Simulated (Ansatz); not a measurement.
**Cl2H2O2Si: rigid torsion scan in Python**

Wanted for Cl2H2O2Si: a rigid torsion scan. SMILES: O[Si](O)(Cl)Cl.

Program: Ansatz 0.2.0, driven from Python. Level of theory: PBE/def2-SVP. These are calculated values, not measurements.

## (1) The structure

Bond lengths: O1–Si2 1.614 Å, Si2–O3 1.613 Å, Si2–Cl4 1.970 Å, Si2–Cl5 2.031 Å, O1–H6 1.044 Å, O3–H7 1.018 Å. Angles: O1–Si2–O3 109.9°, O1–Si2–Cl4 111.3°, O1–Si2–Cl5 109.3°, O3–Si2–Cl4 108.9°, O3–Si2–Cl5 109.3°, Cl4–Si2–Cl5 108.2°, Si2–O1–H6 112.3°, Si2–O3–H7 115.4°.

No structure file is read: the coordinates are typed or built in the script.

## (2) The script

The input, torsion_cl2h2o2si.py:

```python
# -*- coding: utf-8 -*-
"""Energy of Cl2H2O2Si as one group turns about a bond."""

import ansatz as az
from ase import Atoms

SETTINGS = {
    "basis_set": "def2-SVP",
    "functional": "pbe",
    "force_tol": 0.02,
}

atoms = Atoms(["O", "Si", "O", "Cl", "Cl", "H", "H"], positions=[
    [-0.8055, 0.3817, 1.0716],
    [-0.0075, -0.0624, -0.2587],
    [1.1107, -1.1628, 0.115],
    [-1.2288, -0.8241, -1.6044],
    [0.8977, 1.5624, -1.0736],
    [-1.6656, 0.9307, 0.8527],
    [1.7602, -0.8934, 0.8517],
])

# relax first, so that the scan starts from a minimum
first = (
    az.Crystal.molecule_from_ase(atoms).calculation()
    .basis(gaussian=SETTINGS["basis_set"])
    .functional(SETTINGS["functional"])
    .accuracy("medium")
    .relax(force_tolerance=SETTINGS["force_tol"], max_steps=80)
)
atoms.positions = first.run(threads=1, pin="off").report["positions_ang"]

start = atoms.get_dihedral(2, 1, 0, 5)
energies = {}
for turn in range(0, 360, 30):
    turned = atoms.copy()
    turned.set_dihedral(2, 1, 0, 5, start + turn, indices=[0, 5])
    model = (
        az.Crystal.molecule_from_ase(turned).calculation()
        .basis(gaussian=SETTINGS["basis_set"])
        .functional(SETTINGS["functional"])
        .accuracy("medium")
    )
    energies[round((start + turn) % 360)] = model.run(threads=1, pin="off").report["free_energy_ev"]
floor = min(energies.values())
print("dihedral O2-Si1-O0-H5 (deg)   E - E(min) (kcal/mol)")
for angle, e in sorted(energies.items()):
    print(f"{angle:8d} {23.060548 * (e - floor):14.3f}  " + "#" * int(30 * (e - floor) / max(max(energies.values()) - floor, 1e-9)))
```

## (3) The calls as engine input

The package turns the script's settings into the engine's input (first run):

```yaml
crystal:
  periodic: [false, false, false]
  atoms:
    - { symbol: O, position_ang: [-0.8055, 0.3817, 1.0716] }
    - { symbol: Si, position_ang: [-0.0075, -0.0624, -0.2587] }
    - { symbol: O, position_ang: [1.1107, -1.1628, 0.115] }
    - { symbol: Cl, position_ang: [-1.2288, -0.8241, -1.6044] }
    - { symbol: Cl, position_ang: [0.8977, 1.5624, -1.0736] }
    - { symbol: H, position_ang: [-1.6656, 0.9307, 0.8527] }
    - { symbol: H, position_ang: [1.7602, -0.8934, 0.8517] }
accuracy: medium
basis:
  gaussian:
    orbitals: def2-SVP
hamiltonian:
  xc: pbe
relax:
  f_tol: 0.02
  max_steps: 80
```

## (4) Launch

Launch:

```bash
python torsion_cl2h2o2si.py
```

Q: Predict the main results. Wanted: range of energy; lowest point, turn.

The runs gave:

| quantity | value |
| --- | --- |
| runs compared | 12 |
| range of energy | 0.182 eV |
| lowest point, turn (°) | 0 |

In words: The lowest point lies at a turn of 0°, the highest 0.182 eV (17.5 kJ/mol) above it at 240°. The grid can miss the true lowest and highest points, and the rest of the molecule is held rigid. Run 0: The relaxation took 10 moves; the largest shift is 0.326 Å, of atom 6 (H). The scan is rigid and the energies are electronic, in a modest basis. With rigid groups the curve can differ much from the relaxed path, the start wasn't checked as a minimum of this torsion, and equivalent turns needn't return to the same energy.
